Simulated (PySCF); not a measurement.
# CH6AsGeN: the cost of one run

The runs use PySCF 2.14.0, with density-fitted response routines of our own; the level of theory stands in each step. All values are computed, except where a source is named. Atoms count from 0, in the outputs and in this text.

**1. Starting geometry**

10 atoms, charge 0, multiplicity 1; geometry from: GFN2-xTB. The atoms were then displaced at random by about 0.01 Å, so the start is not that level's minimum.

Bonds of the start (Å): C0–N1 1.27, N1–Ge2 1.86, Ge2–As3 2.36, C0–H4 1.06, C0–H5 1.10, Ge2–H6 1.51, Ge2–H7 1.53, As3–H8 1.48, As3–H9 1.51.

**2. Optimising the geometry at PBE0-D3(BJ)/def2-SVP**

The job: settings as JSON, then the geometry in Å.

```
{"job": {"xc": "PBE0", "basis": "def2-SVP", "d3": "d3bj", "grid": 1, "shake": 0.01, "kind": "geom"}, "charge": 0, "multiplicity": 1}
C      1.508550    -0.988870    -0.096070
N      1.355630     0.270550    -0.042910
Ge    -0.236380     1.238720    -0.060810
As    -2.228020    -0.022800    -0.128370
H      2.477330    -1.415690    -0.094710
H      0.648030    -1.675000    -0.175500
H      0.033860     2.170930    -1.223300
H     -0.000580     2.133010     1.154990
H     -1.500010    -1.207070    -0.636880
H     -2.007970    -0.524710     1.282520
```

The run is started by

```bash
> OMP_NUM_THREADS=1 python probes_run.py task.json out
```

This one command runs all jobs of the session in turn.

**Question.** How long does this first job take on 1 thread of Intel Xeon Platinum 8259CL at 2.50GHz, shared host, and how much memory does it need?

About 2 min, with a peak of 0.52 GiB.
